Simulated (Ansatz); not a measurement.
## AlGeH7Si2, SMILES [GeH3][SiH]1[AlH][SiH2]1: a ladder of methods at one geometry, step by step

Computed with Ansatz 0.2.0 through its Python package.

The cells in order, each with its output:

In [1]:
```python
from dataclasses import dataclass
import warnings

import ansatz as az
from ase import Atoms
```

In [2]:
```python
@dataclass
class RunConfig:
    basis_set: str = "def2-SVP"
```

In [3]:
```python
cfg = RunConfig()
```

In [4]:
```python
warnings.simplefilter("ignore", az.DeckWarning)
```

In [5]:
```python
atoms = Atoms(["Ge", "Si", "Al", "Si", "H", "H", "H", "H", "H", "H", "H"], positions=[
    (-1.199, 1.5533, -0.0746),
    (0.6948, 0.3978, -0.4418),
    (1.2356, -0.969, 1.402),
    (0.4207, -1.7549, -0.6391),
    (-1.8921, 1.9389, -1.4689),
    (-2.2282, 0.7512, 0.7469),
    (-0.8902, 2.9041, 0.6877),
    (1.8318, 1.019, -1.2235),
    (1.8316, -1.1715, 2.9378),
    (1.319, -2.515, -1.4228),
    (-1.0586, -2.2108, -0.4831),
])
molecule = az.Crystal.molecule_from_ase(atoms)
```

In [6]:
```python
job = molecule.calculation().basis(gaussian=cfg.basis_set)
```

In [7]:
```python
methods = ["mp2", "ccsd", "ccsd_t"]
batch = az.Session.batch([job.correlation(m).input() for m in methods])
reports = sorted(batch.plan().execute().molecular_reports, key=lambda each: each["member"])
print(f"Hartree-Fock reference {reports[0]['reference_energy_ev'] / 27.211386246:.6f} Ha")
best = reports[-1]["free_energy_ev"] - reports[-1]["reference_energy_ev"]
for method, each in zip(methods, reports):
    gained = each["free_energy_ev"] - each["reference_energy_ev"]
    print(f"{method:8s} total {each['free_energy_ev'] / 27.211386246:.6f} Ha  correlation {gained:9.4f} eV  ({100 * gained / best:.1f} % of the last)")
```
```text
Hartree-Fock reference -2898.606054 Ha
mp2      total -2899.101201 Ha  correlation  -13.4736 eV  (86.7 % of the last)
ccsd     total -2899.158767 Ha  correlation  -15.0401 eV  (96.7 % of the last)
ccsd_t   total -2899.177408 Ha  correlation  -15.5473 eV  (100.0 % of the last)
```

Total energies depend on the basis set; only differences at equal settings carry meaning. The geometry is a force-field or estimated start, not a minimum of this method, and the basis set is short of its limit. A lower total doesn't mark the better method: functionals have no common bound, and MP2 and coupled cluster aren't variational. Inner cores stay frozen; a filled d shell under the valence of the heavier atoms is correlated with it.
